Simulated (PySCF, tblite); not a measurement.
# C₂H₂FO₃S radical: geometry, infrared bands and EPR parameters

Wanted: the infrared bands and EPR parameters of C₂H₂FO₃S radical (`[O]S(=O)(=O)/C=C\F`), by calculation.

Computed with tblite 0.8.0 and PySCF 2.14.0, with density-fitted response routines of our own, on a single molecule in the gas phase. Atoms are numbered from 0 throughout.

## 1. Starting geometry

9 atoms, charge 0, multiplicity 2; geometry from: force field or distance geometry start.

Bonds of the start (Å): O0–S1 1.64, S1–O2 1.49, S1–O3 1.52, S1–C4 1.74, C4–C5 1.33, C5–F6 1.36, C4–H7 1.08, C5–H8 1.11.

## 2. Optimising the geometry with GFN2-xTB

Job settings and geometry (Å):

```
{"job": {"kind": "relax", "xc": "GFN2-xTB", "basis": "xTB"}, "charge": 0, "multiplicity": 2}
O     -1.165500     1.720800    -0.334800
S     -1.159500     0.128200     0.061300
O     -2.082700    -0.581400    -0.872400
O     -1.738900    -0.119000     1.444200
C      0.386600    -0.655500    -0.072600
C      1.471200     0.109300    -0.040000
F      1.274500     1.447600     0.118800
H      0.539500    -1.717200    -0.202900
H      2.488400    -0.326900    -0.126600
```

On the command line:

```console
$ OMP_NUM_THREADS=1 python probes_run.py task.json out
```

This one command runs all jobs of the session in turn.

**Question.** This job is followed by: GFN2-xTB harmonic vibrations, gas phase; UKS B3LYP, pcH-1 on C F H O S, non-relativistic, mean-field spin-orbit, GIAO. What will the session give for the following? strongest single infrared mode (GFN2-xTB); zero-point energy (GFN2-xTB); g(iso) (B3LYP); ⟨S²⟩; largest a(iso) (averaged by class); potential on the surface of density 0.002 e/bohr³, 1st and 99th percentile; property runs in this session.

As calculated:

| quantity | value |
| --- | --- |
| strongest single infrared mode (GFN2-xTB) | 1165 cm⁻¹, 299 km/mol |
| zero-point energy (GFN2-xTB) | 27.4 kcal/mol |
| g(iso) (B3LYP) | 2.02789 |
| ⟨S²⟩ | 0.758 (exact 0.75) |
| largest a(iso) (averaged by class) | 19F on F6, 19.5 MHz |
| potential on the surface of density 0.002 e/bohr³, 1st and 99th percentile | -1.03 V and 1.77 V |
| property runs in this session | 1, of which 0 failed and 1 gave unsound results |

What this shows: Relaxing lowered the energy by 1.374 eV in 72 steps; the close pair that moved most is O0–S1, from 1.641 to 1.437 Å. No mode is imaginary among the 21: a minimum at this level. Unscaled tight-binding wavenumbers are off by several per cent, some by more. Its intensities can rank the bands wrongly. The largest spin populations lie on O3 (0.35 e), O0 (0.35 e), O2 (0.25 e). The isotropic g lies 25.6 ppt above the free-electron value. These values are not to be trusted: the run shows nearly degenerate orbitals, where second-order g theory doesn't apply. The conformer search found further structures of the same energy, which may be mirror or relabelled copies of this one.
